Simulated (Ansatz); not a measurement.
# ZrPbO3: the cost of one run

Computed with Ansatz 0.2.0 (DFT r2SCAN, scalar-relativistic, plane waves, PAW, unless a step's input says otherwise).

## Step 1: The structure to begin with

The structure is orthorhombic, space group Pnma (No. 62). Conventional cell: a = 5.853 Å, b = 8.256 Å, c = 5.845 Å, α = 90.00°, β = 90.00°, γ = 90.00°. Zr (site symmetry -1) has 6 O at 2.11 Å in its first shell of neighbours. Pb (site symmetry m) is surrounded by 9 O at 2.53 to 3.09 Å. O (site symmetry m) has 2 Zr at 2.11 Å and 2 Pb at 2.56 to 2.84 Å in its first shell of neighbours. Around O (site symmetry 1) lie 2 Zr at 2.11 Å and 3 Pb at 2.53 to 2.97 Å.

Coordinates:

```xyz
20
Lattice="5.8535 0.0000 0.0000 0.0000 8.2559 0.0000 0.0000 0.0000 5.8450" Properties=species:S:1:pos:R:3 pbc="T T T"
Zr    0.0000    0.0000    0.0000
Zr    0.0000    4.1280    0.0000
Zr    2.9267    0.0000    2.9225
Zr    2.9267    4.1280    2.9225
Pb    3.0052    2.0640    0.0433
Pb    0.0784    2.0640    2.8792
Pb    5.7750    6.1919    2.9658
Pb    2.8483    6.1919    5.8017
O     0.0492    6.1919    0.4117
O     1.6534    0.3122    1.2692
O     1.6534    3.8158    1.2692
O     4.5801    0.3122    1.6533
O     4.5801    3.8158    1.6533
O     2.9759    6.1919    2.5108
O     2.8776    2.0640    3.3342
O     1.2734    4.4402    4.1917
O     1.2734    7.9437    4.1917
O     4.2001    4.4402    4.5758
O     4.2001    7.9437    4.5758
O     5.8043    2.0640    5.4333
```

It goes back to an entry of the Materials Project, which need not be the stable form.

This cell was relaxed beforehand with the same method: volume 14.12 Å³/atom, gap on the mesh 3.11 eV.

## Step 2: Back to the database's cell

Contents of input.yaml:

```yaml
crystal:
  lattice:
    - [5.92742, 0.0, 0.0]
    - [0.0, 8.354309, 0.0]
    - [0.0, 0.0, 5.889325]
  atoms:
    - { symbol: Zr, position: [0.0, 0.0, 0.0] }
    - { symbol: Zr, position: [0.0, 0.5, 0.0] }
    - { symbol: Zr, position: [0.5, 0.0, 0.5] }
    - { symbol: Zr, position: [0.5, 0.5, 0.5] }
    - { symbol: Pb, position: [0.523862, 0.25, 0.006927] }
    - { symbol: Pb, position: [0.023862, 0.25, 0.493073] }
    - { symbol: Pb, position: [0.976138, 0.75, 0.506927] }
    - { symbol: Pb, position: [0.476138, 0.75, 0.993073] }
    - { symbol: O, position: [0.015782, 0.75, 0.077229] }
    - { symbol: O, position: [0.287512, 0.040192, 0.211509] }
    - { symbol: O, position: [0.287512, 0.459808, 0.211509] }
    - { symbol: O, position: [0.787512, 0.040192, 0.288491] }
    - { symbol: O, position: [0.787512, 0.459808, 0.288491] }
    - { symbol: O, position: [0.515782, 0.75, 0.422771] }
    - { symbol: O, position: [0.484218, 0.25, 0.577229] }
    - { symbol: O, position: [0.212488, 0.540192, 0.711509] }
    - { symbol: O, position: [0.212488, 0.959808, 0.711509] }
    - { symbol: O, position: [0.712488, 0.540192, 0.788491] }
    - { symbol: O, position: [0.712488, 0.959808, 0.788491] }
    - { symbol: O, position: [0.984218, 0.25, 0.922771] }
basis:
  ecutwfc: 500
kpoints:
  mp_grid: { grid: [4, 4, 4] }
hamiltonian:
  xc: r2scan
scf:
  occupations: { method: gaussian, width: 0.02 }
output:
  forces: true
  stress: true
  eigenvalues: true
  populations: true
```

Run with:

```console
> ansatz run input.yaml --threads 4 --pin off --max-ram 10240MiB --backend cpu --events-out ev --progress --plain --runs-dir out
```

Q: Estimate wall time and peak memory on 4 threads of Oxide Virtual Turin-like (Zen 5), shared host.

About 29 s, with a peak of 2.2 GiB.
